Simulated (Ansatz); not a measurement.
# H5NO: the cost of one run

Program: Ansatz 0.2.0. Level of theory: DFT PBE, plane waves, PAW, scalar-relativistic, no spin polarisation. These are calculated values, not measurements.

## Step 1: The starting structure

The cell holds 35 atoms (H25N5O5): a = 7.014 Å, b = 7.014 Å, c = 7.014 Å, α = 90.00°, β = 90.00°, γ = 90.00°.

Its coordinates follow in the input file.

## Step 2: Relaxing the start

The input, input.yaml:

```yaml
accuracy: low
crystal:
  lattice:
    - [7.013579, 0.0, 0.0]
    - [0.0, 7.013579, 0.0]
    - [0.0, 0.0, 7.013579]
  atoms:
    - { symbol: O, position: [0.2719656, 0.3312831, 0.9120782] }
    - { symbol: H, position: [0.193537, 0.430155, 0.8560024] }
    - { symbol: H, position: [0.3572265, 0.294315, 0.8099256] }
    - { symbol: O, position: [0.2377839, 0.310277, 0.4998948] }
    - { symbol: H, position: [0.2789486, 0.4275053, 0.4396106] }
    - { symbol: H, position: [0.3294114, 0.2164714, 0.4565806] }
    - { symbol: O, position: [0.814488, 0.0857176, 0.0036546] }
    - { symbol: H, position: [0.6982204, 0.1421224, 0.0523532] }
    - { symbol: H, position: [0.7969453, -0.049752, 0.0239384] }
    - { symbol: O, position: [0.1502921, 0.8073292, -0.0148187] }
    - { symbol: H, position: [0.2251284, 0.9186326, -0.047717] }
    - { symbol: H, position: [0.1803867, 0.784926, 0.1180858] }
    - { symbol: O, position: [0.7779621, 0.884101, 0.6547572] }
    - { symbol: H, position: [0.9150902, 0.8766577, 0.6693065] }
    - { symbol: H, position: [0.7333653, 0.9249907, 0.7788957] }
    - { symbol: "N", position: [0.6928036, 0.2490278, 0.5727076] }
    - { symbol: H, position: [0.7046351, 0.3820103, 0.5161976] }
    - { symbol: H, position: [0.8026775, 0.1716746, 0.5182839] }
    - { symbol: H, position: [0.5714918, 0.1919345, 0.5175576] }
    - { symbol: "N", position: [0.3928998, 0.754078, 0.4611605] }
    - { symbol: H, position: [0.5161004, 0.8033382, 0.4027414] }
    - { symbol: H, position: [0.3180913, 0.8709529, 0.5031329] }
    - { symbol: H, position: [0.4304291, 0.6839863, 0.5823894] }
    - { symbol: "N", position: [1.0219123, 0.5456045, 0.2032664] }
    - { symbol: H, position: [0.9844209, 0.4517892, 0.0992913] }
    - { symbol: H, position: [0.99415, 0.4798528, 0.3294556] }
    - { symbol: H, position: [0.9289018, 0.6563973, 0.1936891] }
    - { symbol: "N", position: [0.6286583, 0.5832687, 0.048076] }
    - { symbol: H, position: [0.6408084, 0.7129695, -0.0155465] }
    - { symbol: H, position: [0.744569, 0.5065916, 0.0068078] }
    - { symbol: H, position: [0.513605, 0.518892, -0.0122242] }
    - { symbol: "N", position: [0.3625685, 0.0843267, 0.2000999] }
    - { symbol: H, position: [0.2187165, 0.1022844, 0.2014619] }
    - { symbol: H, position: [0.4200177, 0.2126854, 0.2353327] }
    - { symbol: H, position: [0.3992842, 0.0597423, 0.0620227] }
basis:
  ecutwfc: 420.0
kpoints:
  mp_grid: { grid: [1, 1, 1] }
hamiltonian:
  xc: pbe
scf:
  occupations: { method: fermi_dirac, width: 0.02 }
  lower_state_search: "off"
relax:
  f_tol: 0.3
  max_steps: 15
  adjacent_minimum: "off"
output:
  write_density: true
  write_potential: true
  elf: true
  volumetric_format: npy
```

The run is started by

```
> ansatz run input.yaml --threads 1 --pin off --max-ram 3072MiB --backend cpu --events-out ev --progress --plain --runs-dir out
```

Q: Estimate wall time and peak memory on 1 thread of Arm Neoverse V2, shared host.

About 38 s, with a peak of 0.45 GiB.
